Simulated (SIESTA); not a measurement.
Zr2N:

```
CELL_PARAMETERS angstrom
5.41300 0.00000 0.00000
0.00000 5.41300 0.00000
0.00000 0.00000 3.30779
ATOMIC_POSITIONS crystal
Zr 0.20387 0.79613 0.50000
Zr 0.79613 0.20387 0.50000
Zr 0.70387 0.70387 0.00000
Zr 0.29613 0.29613 0.00000
N 0.50000 0.50000 0.50000
N 0.00000 0.00000 0.00000
```

The cell comes from a database or a generator and needn't be the stable form of this composition.

```yaml
Program: SIESTA 5.4.2
Task: single point
Functional: PBEsol
Potentials_or_basis: PseudoDojo 0.4 standard (PBEsol files)
Basis: DZP (energy shift 0.003 Ry; two zetas on semicore shells)
Grid_cutoff: 800 Ry
Energy_shift: 0.003 Ry
k_mesh: 5 × 5 × 8
Occupations: fermi-dirac, width 0.05 eV
Spin: no spin polarisation
```

On this cell: pressure -2.3 GPa; largest force 0.064 eV/Å; band gap on the k mesh none (metal or under the smearing width).

The same run follows on a disturbed copy (atoms moved at random, drawn with an rms of 0.05 Å):

```
Zr N
1.0
     5.41300    0.00000    0.00000
     0.00000    5.41300    0.00000
     0.00000    0.00000    3.30779
Zr N
4 2
Direct
  0.20775 0.79968 0.50983
  0.79449 0.19923 0.51000
  0.70715 0.70550 0.00633
  0.28972 0.29592 0.99330
  0.49419 0.50436 0.50756
  0.00919 0.00170 0.00131
```

**Question.** What does the disturbed cell give?

**Answer.** The energy (extrapolated to zero smearing) moves by +10.5 meV/atom; pressure -2.1 GPa; largest force 0.903 eV/Å; band gap on the k mesh none (metal or under the smearing width).

Forces in eV/Å, atoms in the order of the input:
```
Zr  -0.048 -0.092 -0.369
Zr  -0.321  0.427 -0.332
Zr   0.041 -0.219  0.085
Zr   0.556  0.465  0.537
N    0.466 -0.346 -0.238
N   -0.696 -0.235  0.315
```

Stress tensor (GPa, compression positive):
```
-2.44  0.39 -0.10
 0.39 -1.56 -0.05
-0.10 -0.05 -2.38
```

Caveats: the basis of atomic orbitals isn't converged, which shifts pressures, moduli and gaps.
